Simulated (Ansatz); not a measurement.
**MnSi (P2_13): seeking the equilibrium cell**

Where does the pressure of MnSi (P2_13) vanish?

The COD entry's cell or inner coordinates are ideal or old and differ from later refinements, so a difference from it is no clean test against experiment.

Computed with Ansatz 0.2.0 (DFT PBE, scalar-relativistic, plane waves, PAW, unless a step's input says otherwise).

## Step 1: The system as given

Symmetry: P2_13, No. 198, cubic system. The conventional cell has a = 4.548 Å, b = 4.548 Å, c = 4.548 Å, α = 90.00°, β = 90.00°, γ = 90.00°. Mn (site symmetry 3) has 7 Si at 2.30 to 2.53 Å in its first shell of neighbours. Around Si (site symmetry 3) lie 7 Mn at 2.30 to 2.53 Å.

Coordinates:

```cif
data_structure
_symmetry_space_group_name_H-M 'P2_13'
_symmetry_Int_Tables_number 198
_cell_length_a 4.5480
_cell_length_b 4.5480
_cell_length_c 4.5480
_cell_angle_alpha 90.000
_cell_angle_beta 90.000
_cell_angle_gamma 90.000
_cell_volume 94.07
loop_
_atom_site_label
_atom_site_type_symbol
_atom_site_symmetry_multiplicity
_atom_site_Wyckoff_symbol
_atom_site_fract_x
_atom_site_fract_y
_atom_site_fract_z
_atom_site_occupancy
Mn1 Mn 4 a 0.13800 0.13800 0.13800 1
Si1 Si 4 a 0.84600 0.84600 0.84600 1
```

The moments start at Mn 3.50 μB.

## Step 2: First run, at the start cell

input.yaml reads:

```yaml
crystal:
  lattice:
    - [4.548, 0.0, 0.0]
    - [0.0, 4.548, 0.0]
    - [0.0, 0.0, 4.548]
  atoms:
    - { symbol: Mn, position: [0.138, 0.138, 0.138], spin: 3.5 }
    - { symbol: Mn, position: [0.362, 0.862, 0.638], spin: 3.5 }
    - { symbol: Mn, position: [0.638, 0.362, 0.862], spin: 3.5 }
    - { symbol: Mn, position: [0.862, 0.638, 0.362], spin: 3.5 }
    - { symbol: Si, position: [0.846, 0.846, 0.846] }
    - { symbol: Si, position: [0.654, 0.154, 0.346] }
    - { symbol: Si, position: [0.346, 0.654, 0.154] }
    - { symbol: Si, position: [0.154, 0.346, 0.654] }
basis:
  ecutwfc: 420
  ecutrho_ratio: 4
kpoints:
  mp_grid: { grid: [8, 8, 8] }
hamiltonian:
  xc: pbe
scf:
  occupations: { method: gaussian, width: 0.05 }
output:
  forces: true
  stress: true
  eigenvalues: true
  populations: true
magnetization:
  spin_polarized: true
relax:
  f_tol: 0.01
  max_steps: 60
  cell: { stress_tol: 0.04 }
```

The run is started by

```console
$ ansatz run input.yaml --threads 8 --pin off --max-ram 22528MiB --backend cpu --events-out ev --progress --plain --runs-dir out
```

Q: Predict the outcome of this session. Wanted: volume; pressure; conventional cell; gap on the mesh; moments in the spheres.

As calculated:

```
              quantity                                                                      value
                volume                                                             11.529 Å³/atom
              pressure                                                                   0.00 GPa
     conventional cell  a = 4.518 Å, b = 4.518 Å, c = 4.518 Å, α = 90.00°, β = 90.00°, γ = 90.00°
       gap on the mesh                                                               none (metal)
moments in the spheres                                                                 Mn 1.00 μB
```

In words: The volume went from 11.76 to 11.53 Å³/atom (-2.0 %), where 0.00 GPa is left. Only the order of the starting moments is followed; others weren't tried in this session.
